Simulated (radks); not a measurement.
# Valence configurations of Yb

An exercise on one series of results from a longer session: the logs are not shown, and one member is left open.

Method: scalar-relativistic Kohn-Sham, PBE, spin-polarised, spherical densities, finite nucleus; open shells are filled with parallel spins first. Code: radks (a radial shooting solver on a logarithmic mesh, Libxc functionals) version 1.

### The atom as given

* element: ytterbium (Z = 70)
* charge: 0
* electrons: 70
* configuration: [Xe] 4f14 6s2
* nuclear rms radius: 5.3108 fm
* others tried: 4f14 6s1 6p1; 4f14 5d1 6s1; 4f13.5 6s2 6p0.5; 4f13 6s2 6p1; 4f12.5 6s2 6p1.5; 4f12.5 5d0.5 6s1.5 6p1.5; 4f14 5d0.5 6s1.5; 4f14 5d1.5 6s0.5; 4f13 5d1 6s2

Outer shells as boxes (Hund's rule):

Yb
```
[Xe] core
4f [↑↓][↑↓][↑↓][↑↓][↑↓][↑↓][↑↓]
6s [↑↓]
```

Set-up of the first run:

Settings of this run:

```text
Z 70
configuration [Xe] 4f14 6s2
relativity scalar-relativistic
functional pbe,pbe
spin polarised
nucleus finite rms 5.3108 fm
c 137.035999084
```

Among the steps run: [Xe] 4f14 6s2.

One of the session's tables, all rows but one given; the rest of the session is left out.

It belongs to the step «[Xe] 4f14 6s2». From the orbitals of this run (lengths in bohr):

| level | <r> | outermost maximum (interpolated) | 90 % within | nodes |
| --- | --- | --- | --- | --- |
| 3d | 0.1961 | 0.160 | 0.305 | 0 |
| 4s | 0.4879 | 0.455 | 0.701 | 3 |
| 4p | 0.5182 | 0.476 | 0.754 | 2 |
| 4d | 0.5600 | 0.491 | 0.842 | 1 |
| 5s | ? | ? | ? | ? |
| 5p | 1.451 | 1.23 | 2.15 | 3 |
| 6s | 3.926 | 3.28 | 5.87 | 5 |
| 4f | 0.7914 | 0.483 | 1.39 | 0 |

**Question.** Estimate the row for 5s.

**Answer.** <r>: 1.208; outermost maximum (interpolated): 1.07; 90 % within: 1.75; nodes: 4. In the column «<r>» it lies between 4f (0.7914) and 5p (1.451).
